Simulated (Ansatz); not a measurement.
# Li₃NiF₆, space group Fm-3m: a projected density of states

Program: Ansatz 0.2.0 through its Python package.

Typed at the interpreter:
```pycon
>>> import ansatz as az
>>> import numpy as np
>>> FUNCTIONAL = 'PBEsol'
>>> FILLING = 'fermi_dirac'
>>> SMEARING_WIDTH = 0.05
>>> TOLERANCE = 1e-10
>>> EXTRA_BANDS = 26
>>> vectors = np.array([
...     [0.0, 3.81618, 3.81618],
...     [3.81618, 0.0, 3.81618],
...     [3.81618, 3.81618, 0.0],
... ])
>>> li3nif6 = (
...     az.Lattice.of(vectors)
...     .atom('Li', (0.25, 0.25, 0.25))
...     .atom('Li', (0.75, 0.75, 0.75))
...     .atom('Li', (0.5, 0.5, 0.5))
...     .atom('Ni', (0.0, 0.0, 0.0))
...     .atom('F', (0.24504, 0.24504, 0.75496))
...     .atom('F', (0.24504, 0.75496, 0.75496))
...     .atom('F', (0.75496, 0.75496, 0.24504))
...     .atom('F', (0.24504, 0.75496, 0.24504))
...     .atom('F', (0.75496, 0.24504, 0.75496))
...     .atom('F', (0.75496, 0.24504, 0.24504))
...     .moments(Ni=2.0)
... )
>>> calc = (
...     li3nif6.calculation()
...     .functional(FUNCTIONAL)
...     .kpoints(5)
...     .occupations(FILLING, width=SMEARING_WIDTH)
...     .spin('collinear')
...     .scf(tolerance=TOLERANCE)
...     .scf(extra_bands=EXTRA_BANDS)
...     .density_of_states(projected=True, method='smearing', broadening_width=0.15, energy_step=0.1)
... )
>>> session = calc.session()
DeckWarning: basis.ecutwfc = 420 eV, auto-derived from the records' recommended cutoffs: set by Li (normal level)
>>> planned = session.plan(threads=1)
>>> out = planned.execute()
>>> data = out.report
>>> data['n_kpoints'], data['n_symmetry_ops'], data['n_pw']
(10, 48, 2109)
>>> data['kweights']
[0.008, 0.064, 0.064, 0.048, 0.192, 0.192, 0.096, 0.048, 0.096, 0.192]
>>> sorted(key for key in data if key.endswith('_ev'))
['eigenvalues_ev', 'energy_sigma0_ev', 'entropy_ts_ev', 'fermi_energy_ev', 'free_energy_ev', 'gap_by_band_count_ev', 'harris_foulkes_ev', 'internal_energy_ev', 'lagrangian_above_aufbau_ev', 'lagrangian_ev', 'lagrangian_sigma0_ev', 'loop_eigenvalues_ev', 'loop_fermi_energy_ev', 'occupations_fermi_energy_ev', 'residual_norms_ev']
>>> dos = out.density_of_states()
>>> energy = np.asarray(dos.energies_ev) - dos.fermi_ev
>>> curves = {}
>>> for site in out.projected_density_of_states().sites:
...     for shell in site.shells:
...         weight = sum(np.sum(curve.g_bin_mean_per_ev, axis=0) for curve in shell.curves)
...         name = f'{site.species} {shell.label}'
...         curves[name] = curves.get(name, 0) + weight
...
>>> print('E-EF   ' + ' '.join(f'{name:>8s}' for name in curves))
E-EF      Li 1S    Li 2S    Ni 3S    Ni 4S    Ni 3P    Ni 3D     F 2S     F 2P
>>> for e in np.arange(-6, 6 + 0.1, 1.0):
...     print(f'{e:5.1f}  ' + ' '.join(f'{np.interp(e, energy, g):8.3f}' for g in curves.values()))
...
 -6.0     0.012    0.071    0.003    0.291    0.000    0.823    0.085    4.262
 -5.0     0.006    0.181    0.000    0.012    0.009    1.765    0.037    9.614
 -4.0     0.000    0.011    0.000    0.000    0.000    0.008    0.002    0.236
 -3.0     0.004    0.086    0.000    0.009    0.001    0.428    0.030   14.524
 -2.0     0.000    0.000    0.000    0.000    0.000    0.001    0.000    1.417
 -1.0     0.000    0.028    0.000    0.001    0.000    4.441    0.002    1.534
  0.0     0.001    0.008    0.000    0.000    0.000    2.264    0.061    1.885
  1.0     0.002    0.016    0.000    0.000    0.000    2.595    0.078    1.278
  2.0     0.000    0.000    0.000    0.000    0.000    0.000    0.000    0.000
  3.0     0.000    0.000    0.000    0.000    0.000    0.000    0.000    0.000
  4.0     0.000    0.001    0.000    0.000    0.000    0.000    0.000    0.000
  5.0     0.004    0.179    0.000    0.013    0.000    0.000    0.046    0.011
  6.0     0.001    0.172    0.000    0.026    0.000    0.000    0.032    0.022
```

The magnetic order follows from the starting moments and needn't be the lowest. The mesh is modest for a metal, so energies can be off by several to tens of meV an atom and pressures by half a GPa or more; differences at equal mesh fare better. A gap by band count of zero or less means overlapping bands, a metal. With one magnetic atom the cell can hold only ferromagnetic order. Without a Hubbard U or exact exchange, semilocal functionals often make such 3d compounds metallic or too weakly gapped. The structure comes from a database of computed cells and needn't be a stable or known phase. Levels are Kohn-Sham eigenvalues on this mesh. Warnings are shown shortened and without file and line. Curves are summed over the cell's atoms. Only shells that the potentials hold have channels, so projections don't add up to the total, least of all where a shell is missing (p of most metals); heights and places of peaks move with the mesh. The density of states is complete only as far up as bands were computed. Finished in 5 s on 1 thread of AMD EPYC 9R45 96-Core Processor (Zen 5), with other jobs on the host, peak memory 0.55 GiB.
